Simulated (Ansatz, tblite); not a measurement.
# The cluster Bi2Te3−: one state, many levels

How do method and basis change the picture of the cluster Bi2Te3− (doublet)?

Program: Ansatz 0.2.0, Gaussian basis. Level of theory: as each input shows. These are calculated values, not measurements.

Plan: GFN1-xTB, GFN2-xTB, PBE-D4/def2-TZVPD, r2SCAN-D4/def2-TZVPD, BLYP-D4/def2-TZVPD, MP2/def2-TZVPD, RPA/def2-TZVPD.

10 further runs of the same task are left out: 8 that didn't finish, 2 set aside as unsound or not needed. Runs told in other sessions of the task aren't counted.

**1. The geometry**

The geometry is that of the doublet, from an earlier relaxation (r2SCAN-D4/def2-SVPD). At that level it is the lowest of the isomers that a small search found.

5 atoms, charge -1, spin multiplicity 2.

Bond lengths: Bi1–Te3 2.723 Å, Bi1–Te4 3.029 Å, Bi1–Te5 3.029 Å, Bi2–Te4 2.863 Å, Bi2–Te5 2.863 Å. Angles: Te3–Bi1–Te4 109.9°, Te3–Bi1–Te5 109.9°, Te4–Bi1–Te5 88.4°, Te4–Bi2–Te5 95.0°, Bi1–Te4–Bi2 84.1°, Bi1–Te5–Bi2 84.1°.

Bi, Te take a core potential in the def2 sets. No spin-orbit coupling is included. The ion is computed in the gas phase, without counter-ions or solvent.

PBE0-D4/def2-TZVPD was run before; its log isn't repeated, and its numbers join the tables.

**2. GFN1-xTB**

Tight binding, by tblite at 300 K electronic temperature and without a spin-polarisation term:

```python
tblite.interface.Calculator('GFN1-xTB', numbers, positions, charge=-1, uhf=1).singlepoint()
```

Energy -436.2370 eV; 0.004 s.

**3. GFN2-xTB**

Tight binding, by tblite at 300 K electronic temperature and without a spin-polarisation term:

```python
tblite.interface.Calculator('GFN2-xTB', numbers, positions, charge=-1, uhf=1).singlepoint()
```

Energy -388.9295 eV; 0.012 s.

**4. PBE-D4/def2-TZVPD**

start.molden holds the orbitals of an earlier run on this state, given as this run's starting guess.

in.yaml reads:

```yaml
crystal:
  periodic: [false, false, false]
  atoms:
    - {symbol: Bi, position_ang: [1.139824, -0.766530, 0.273569]}
    - {symbol: Bi, position_ang: [-2.157899, 1.154517, 1.283189]}
    - {symbol: Te, position_ang: [2.408406, -1.178377, -2.100870]}
    - {symbol: Te, position_ang: [0.423073, 2.161848, 0.563090]}
    - {symbol: Te, position_ang: [-1.813413, -1.371457, -0.018969]}
basis:
  gaussian: {orbitals: def2-TZVPD, initial_orbitals: start.molden}
total_charge: -1
magnetization: {spin_polarized: true, initial_magnetization: 1}
hamiltonian: {xc: pbe, dispersion: d4}
scf: {omitted_lower_state_checks: [starts]}
output: {forces: true, orbitals: {seedname: orbitals}}
```

Run with:

```
ansatz run in.yaml --threads 4 --pin off --events-out ev --progress --plain --max-ram 4787MiB
```

After this run come: r2SCAN-D4/def2-TZVPD; BLYP-D4/def2-TZVPD; MP2/def2-TZVPD; RPA/def2-TZVPD.

Before running them: what should the planned runs give, taken together? Wanted: gap in def2-TZVPD, named functionals, smallest and largest; correlation energy, MP2/def2-TZVPD; ⟨S²⟩ in def2-TZVPD, named functionals, smallest and largest.

The runs gave:

```
                                                   quantity                                 value
 gap in def2-TZVPD, named functionals, smallest and largest  0.50 eV (BLYP-D4), 2.13 eV (PBE0-D4)
                         correlation energy, MP2/def2-TZVPD                             -61.28 eV
⟨S²⟩ in def2-TZVPD, named functionals, smallest and largest                          0.752, 0.757
```

What this shows: Orbital gaps of the named functionals in def2-TZVPD span 0.50 eV (BLYP-D4) to 2.13 eV (PBE0-D4); exact exchange widens it. Over the named functionals in def2-TZVPD spin contamination reaches 0.01 (r2SCAN-D4), which is small.
